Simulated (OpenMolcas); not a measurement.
# Ir⁶⁺ among point charges: CASSCF and CASPT2 levels and susceptibility

How does a field of 4 point charges split the states of Ir⁶⁺, and what χT follows?

The numbers are computed with OpenMolcas 26.06 (state-averaged CASSCF and CASPT2, spin-orbit coupling by RASSI with atomic mean-field integrals), except any that are marked as measured or tabulated.

### 1 The system

| Quantity | Value |
| --- | --- |
| Species | Ir⁶⁺ (iridium, Z = 77, 71 electrons) |
| Basis | ANO-RCC-VDZP [7s6p4d2f], 59 functions |
| Scalar Hamiltonian | DKH2, point nucleus |
| Inactive shells | 1s 2s 2p 3s 3p 3d 4s 4p 4d 4f 5s 5p |
| Active space | 3 electrons in 5 orbitals (5d) |
| Some configurations of this space | 5d3 |
| Orbitals | optimised for each spin and parity, averaged over all roots |

The outer shells:

5d3
```
5d [↑ ][↑ ][↑ ][  ][  ]
```

The ion sits among 4 point charges of -2 e arranged as a tetrahedron (Td), 1.76 Å from the ion.

The work runs as a chain of OpenMolcas steps in one folder; each step below is one input file. Labels, J, g values, rates, χT and fits are worked out afterwards by a script from the matrices that RASSI stores.

### 2 One- and two-electron integrals

Input file a.inp:

```
&GATEWAY
Coord
1

Ir 0.0 0.0 0.0
Basis=ANO-RCC-VDZP
Group=NoSym
NoMove
AngMom=0.0 0.0 0.0
AMFI
XField
4 Angstrom 0
1.016136 1.016136 1.016136 -2.000000
1.016136 -1.016136 -1.016136 -2.000000
-1.016136 1.016136 -1.016136 -2.000000
-1.016136 -1.016136 1.016136 -2.000000
&SEWARD
```

Run with:

```
> OMP_NUM_THREADS=1 MOLCAS_MEM=1689 MOLCAS_PROJECT=a pymolcas a.inp > a.log
```

### 3 Reference wave functions, quartets, 10 roots

Input file a.inp:

```
&RASSCF
FileOrb=start.orb
Symmetry=1
Spin=4
nActEl=3 0 0
Inactive=34
Ras2=5
CIRoot=10 10 1
SDav=10
CIMx=300
Iter=120 100
PrWF=0.3
OrbListing=Nothing
MaxOrb=0
>>> COPY $Project.JobIph JOB001
```

start.orb holds the contracted functions of the basis, ordered by shell, or the orbitals of the step before.

### 4 Reference wave functions, doublets, 40 roots

Input file a.inp:

```
&RASSCF
FileOrb=start.orb
Symmetry=1
Spin=2
nActEl=3 0 0
Inactive=34
Ras2=5
CIRoot=40 40 1
SDav=40
CIMx=300
Iter=120 100
PrWF=0.3
OrbListing=Nothing
MaxOrb=0
>>> COPY $Project.JobIph JOB002
```

### 5 State interaction with spin-orbit coupling

Input file a.inp:

```
&RASSI
NrOfJobIphs=2 10 40
1 2 3 4 5 6 7 8 9 10
1 2 3 4 5 6 7 8 9 10 11 12 13 14 15 16 17 18 19 20 21 22 23 24 25 26 27
28 29 30 31 32 33 34 35 36 37 38 39 40
IphNames
JOB001
JOB002
EJob
SpinOrbit
DIPRint=1.0
SOCoupling=1000.0
Subsets=2
Property=9
'ANGMOM' 1 'ANGMOM' 2 'ANGMOM' 3 'MLTPL  1' 1 'MLTPL  1' 2 'MLTPL  1' 3
'AMFI' 1 'AMFI' 2 'AMFI' 3
SOProperty=3
'ANGMOM' 1 'ANGMOM' 2 'ANGMOM' 3
```

### 6 CASPT2: IPEA 0.25, imaginary shift 0.1 (closed shells correlated: 4f 5s 5p)

Input file a.inp:

```
>>> COPY JOB001 $Project.JobIph
&CASPT2
Multistate=10 1 2 3 4 5 6 7 8 9 10
NoMult
Frozen=23
IPEA=0.25
Imaginary=0.1
MaxIter=60
WThr=0.0 0.3 0.05
PrWF=0.5
NoMix
>>> COPY JOB002 $Project.JobIph
&CASPT2
Multistate=40 1 2 3 4 5 6 7 8 9 10 11 12 13 14 15 16 17 18 19 20 21 22
23 24 25 26 27 28 29 30 31 32 33 34 35 36 37 38 39 40
NoMult
Frozen=23
IPEA=0.25
Imaginary=0.1
MaxIter=60
WThr=0.0 0.3 0.05
PrWF=0.5
NoMix
```

(Steps that only read results are left out.)

Before running it: what results should come out? Wanted: spin-free ground state; first state of the same spin within the active space; lowest level; next level.

The runs gave:

| quantity | value |
| --- | --- |
| method | SS-CASPT2, IPEA 0.25, imaginary shift 0.1 (closed shells correlated: 4f 5s 5p) |
| spin-free ground state | 4T1, 3-fold in its orbital part |
| first state of the same spin within the active space | 4T2 at 4050 cm⁻¹ |
| lowest level | 4-fold Γ8 |
| next level | 7027.8 cm⁻¹ |
| χT at 300 K | 0.12 cm³ K/mol |
| effective moment at 300 K | 0.98 μB |

Cost by method:

```csv
method,time of its own steps,time with the reference
A. CASSCF,10 s,10 s
"B. SS-CASPT2, IPEA 0.25, imaginary shift 0.1, +4f 5s 5p",9.2 s,19 s
```

Times are of one thread on a shared host.

The spin-free ground state (4T1) comes to 99 % from free-ion F terms and keeps the highest spin of the shell. χT at 300 K is 0.12, against 1.88 cm³ K/mol for the spin alone, so spin-orbit coupling lowers it. A ligand-field fit to the states below 45000 cm-1 gives 10Dq = -4926 cm-1, B = 856 cm-1 and C = 3850 cm-1 (C/B = 4.50), with a deviation of 295 cm-1. CASPT2 does not keep the components of a term degenerate, and the means are used. The field of point charges can differ much from that of real complexes. Point charges carry no covalency, so the field is a model and not that of real ligands.
